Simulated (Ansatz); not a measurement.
A nudged elastic band was laid between two geometries of a periodic cell of 25 atoms, Sn₈HO₁₆ (host SnO2, host structure P4_2/mnm, interstitial H), cell charge +1.

All numbers below come from Ansatz, DFT PBE-D3(BJ), scalar-relativistic, plane waves, PAW. Settings: PAW set soft_1, cutoff 420 eV, k mesh 2x2x2, fermi-dirac smearing 0.05 eV, no spin polarisation.

| Quantity | Value |
| --- | --- |
| movable images | 5 |
| climbing image | yes |
| spring | 5.0 eV/Å² |
| optimiser | quadratic models (default) |
| start path | IDPP |
| force threshold | 0.03 eV/Å |
| iteration limit | 73 |
| end points | relaxed |

Image 0:

```xyz
25
Lattice="-4.7648 -4.7648 0.0000 4.7648 -4.7648 0.0000 0.0000 0.0000 6.4150" Properties=species:S:1:pos:R:3
Sn 2.433 -2.528 1.574
Sn -0.034 -4.787 -0.037
O 1.252 -0.707 1.573
O 3.829 -3.990 1.574
O 1.333 -3.222 -0.007
O -1.393 -6.348 -0.019
Sn 2.340 -2.383 4.782
Sn -0.034 -4.787 3.185
O 1.019 -0.814 4.781
O 3.737 -3.896 4.781
O 1.333 -3.222 3.155
O -1.393 -6.348 3.167
Sn -2.361 -2.288 1.573
Sn 0.017 0.063 -0.079
O 0.992 -5.572 1.574
O -1.165 -4.016 1.574
O -3.355 -3.194 -0.024
O -1.302 -1.517 -0.016
Sn -2.344 -2.347 4.781
Sn 0.017 0.063 3.226
O 1.007 -5.609 4.781
O -1.011 -3.920 4.781
O -3.355 -3.193 3.171
O -1.301 -1.517 3.163
H -2.685 -4.879 1.572
```

Image 6:

```xyz
25
Lattice="-4.7648 -4.7648 0.0000 4.7648 -4.7648 0.0000 0.0000 0.0000 6.4150" Properties=species:S:1:pos:R:3
Sn 2.323 -2.366 1.621
Sn 0.150 -4.717 -0.031
O 0.808 -0.979 1.565
O 3.908 -3.679 1.561
O 1.618 -3.327 -0.031
O -1.677 -5.894 -0.031
Sn 2.323 -2.366 4.733
Sn 0.001 -4.805 3.177
O 0.808 -0.979 4.789
O 3.908 -3.679 4.793
O 1.522 -3.415 3.177
O -1.575 -6.121 3.177
Sn -2.359 -2.416 1.580
Sn -0.096 0.022 -0.031
O 0.834 -5.820 1.552
O -0.791 -3.769 1.560
O -3.130 -3.547 -0.031
O -1.585 -1.382 -0.031
Sn -2.359 -2.416 4.773
Sn -0.031 0.036 3.177
O 0.833 -5.820 4.801
O -0.791 -3.770 4.793
O -3.218 -3.402 3.177
O -1.542 -1.370 3.177
H -2.270 -5.067 -0.031
```

(1) Which bonds break or form, and what moves?

(2) Give the energies along the band, and the barrier.

(3) What is the geometry of the highest image?

Results:

(1) The atom that moves furthest is H25, by 1.67 Å; four of its nearest neighbours are O3 1.02, O16 1.75, O17 2.42, O23 2.42 Å at the first end and O6 1.02, O17 1.75, O9 2.42, O3 2.42 Å at the last.

(2) It converged. The highest image is number 3 of 0 to 6, 0.74 eV above the ends, which have the same energy within 2 meV. By the program's own check the climbing image is of a kind that is not told: the force calls were inconclusive, a negative curvature could not be distinguished from the path's own, the only one lies far off the path, or fixed occupations may fill a level only in part (lowest curvatures found: -8.12 and 0.34 eV/Å²). Limits of this set-up: a small cell, in which the defect meets its images, a typed lattice constant that wasn't relaxed here, charged cell in a uniform background, uncorrected.

```json
{"image": "0", "path coordinate (Å)": "0.00", "energy (eV)": "0.00", "O3–H25 (Å)": "1.02", "O6–H25 (Å)": "2.52"}
{"image": "1", "path coordinate (Å)": "0.50", "energy (eV)": "0.10", "O3–H25 (Å)": "1.00", "O6–H25 (Å)": "2.31"}
{"image": "2", "path coordinate (Å)": "1.00", "energy (eV)": "0.37", "O3–H25 (Å)": "1.01", "O6–H25 (Å)": "1.88"}
{"image": "3", "path coordinate (Å)": "1.50", "energy (eV)": "0.74", "O3–H25 (Å)": "1.23", "O6–H25 (Å)": "1.29"}
{"image": "4", "path coordinate (Å)": "1.93", "energy (eV)": "0.32", "O3–H25 (Å)": "1.75", "O6–H25 (Å)": "1.02"}
{"image": "5", "path coordinate (Å)": "2.36", "energy (eV)": "0.09", "O3–H25 (Å)": "2.15", "O6–H25 (Å)": "1.00"}
{"image": "6", "path coordinate (Å)": "2.79", "energy (eV)": "0.00", "O3–H25 (Å)": "2.42", "O6–H25 (Å)": "1.02"}
```

(3) 
```xyz
25
Lattice="-4.7648 -4.7648 0.0000 4.7648 -4.7648 0.0000 0.0000 0.0000 6.4150" Properties=species:S:1:pos:R:3:forces:R:3
Sn 2.357 -2.584 1.665 0.00 0.02 0.00
Sn 0.012 -4.739 -0.023 0.00 0.00 0.00
O 1.145 -0.820 1.426 0.00 -0.01 0.00
O 3.928 -3.827 1.567 0.00 0.00 0.00
O 1.532 -3.353 -0.024 -0.01 0.00 0.00
O -1.665 -6.022 0.110 0.00 -0.01 0.00
Sn 2.364 -2.340 4.810 0.00 0.00 0.00
Sn -0.060 -4.789 3.189 0.00 0.00 0.00
O 0.911 -0.906 4.765 0.00 0.00 -0.01
O 3.879 -3.722 4.742 0.00 0.00 0.00
O 1.419 -3.344 3.258 -0.01 0.00 0.00
O -1.531 -6.222 3.169 0.00 -0.01 0.00
Sn -2.360 -2.332 1.561 0.00 0.00 0.00
Sn -0.034 0.078 -0.103 0.00 0.00 0.00
O 0.908 -5.678 1.581 0.00 0.00 0.00
O -0.867 -3.761 1.575 0.00 0.00 0.00
O -3.275 -3.290 -0.039 0.00 0.01 0.00
O -1.447 -1.390 -0.041 0.00 0.00 0.00
Sn -2.355 -2.337 4.771 0.00 0.00 0.00
Sn 0.076 0.041 3.161 0.00 0.00 0.01
O 0.846 -5.746 4.797 0.00 0.00 0.00
O -0.923 -3.822 4.798 0.00 0.00 0.00
O -3.243 -3.289 3.163 0.00 0.00 0.00
O -1.406 -1.389 3.153 0.00 0.00 0.00
H -2.616 -5.417 0.743 0.00 0.00 0.00
```

Time of the run: 12 min on 2 threads of Intel(R) Xeon(R) Platinum 8488C (Sapphire Rapids), with other jobs on the host, peak memory 1.7 GiB.
